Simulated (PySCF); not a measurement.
# C3H6AlF: electronic excitations and core binding energies

What electronic excitations and core binding energies should C3H6AlF (`C=[C](C)[AlH][F]`) show?

Computed with PySCF 2.14.0, with density-fitted response routines of our own, on a single molecule in the gas phase. Atoms count from 0, in the outputs and in this text.

**1. Starting geometry**

11 atoms, charge 0, multiplicity 1; geometry from: GFN2-xTB.

Bonds of the start (Å): C0–C1 1.33, C1–C2 1.50, C1–Al3 1.98, Al3–F4 1.65, C0–H5 1.08, C0–H6 1.08, C2–H7 1.09, C2–H8 1.09, C2–H9 1.09, Al3–H10 1.53.

**2. Ultraviolet spectrum: PBE0/def2-SVPD**

The job: settings as JSON, then the geometry in Å.

```
{"job": {"kind": "uv", "xc": "PBE0", "basis": "def2-SVPD", "nstates": 8, "ntriplets": 3}, "charge": 0, "multiplicity": 1}
C      0.472886     0.774532    -1.143453
C     -0.050842     0.115206    -0.111094
C     -1.470592     0.309054     0.338157
Al     1.305908    -1.099055     0.673684
F      1.127255    -2.070224     1.994431
H      1.503294     0.597375    -1.429748
H     -0.070470     1.495352    -1.739496
H     -1.493146     0.623738     1.382052
H     -2.012122    -0.635605     0.275818
H     -1.985185     1.053985    -0.268810
H      2.678438    -1.161689     0.002494
```

Method: TDDFT PBE0/def2-SVPD, vertical, gas phase, core orbitals frozen in the response.

Command:

```console
> OMP_NUM_THREADS=1 python probes_run.py task.json out
```

One launch serves the whole session: the jobs run in the order shown.

**Question.** This job is followed by: delta-SCF UKS SCAN, pcX-2 on the ionised atom, pcseg-1 elsewhere, spin-free X2C. Predict these results of the whole session: lowest singlet (PBE0/def2-SVPD); brightest single state of those computed; lowest triplet; C1s binding energies, SCAN/pcX-2; Al1s binding energies, SCAN/pcX-2; Al2p binding energies, SCAN/pcX-2; F1s binding energies, SCAN/pcX-2.

**Answer**, as computed:

```
                                quantity                               value
         lowest singlet (PBE0/def2-SVPD)         5.39 eV (230 nm), f = 0.000
brightest single state of those computed         state 7, 7.57 eV, f = 0.142
                          lowest triplet                             4.12 eV
        C1s binding energies, SCAN/pcX-2  C2 290.80, C0 290.32, C1 290.08 eV
       Al1s binding energies, SCAN/pcX-2                      Al3 1567.40 eV
       Al2p binding energies, SCAN/pcX-2                        Al3 80.94 eV
        F1s binding energies, SCAN/pcX-2                        F4 691.52 eV
```

The first singlet state (HOMO−1→LUMO 0.99) lies at 5.39 eV and is dark; of the 8 states computed, the strongest absorption comes from states 7 to 8 together at 7.57 eV (the last computed, so partners may be missing). The lowest triplet lies 1.27 eV below the lowest singlet (triplets in Tamm-Dancoff, singlets in full TDDFT). The C1s levels kept as sound span 0.71 eV, from C1 (fully substituted alkene carbon) up to C2 (allylic methyl carbon).
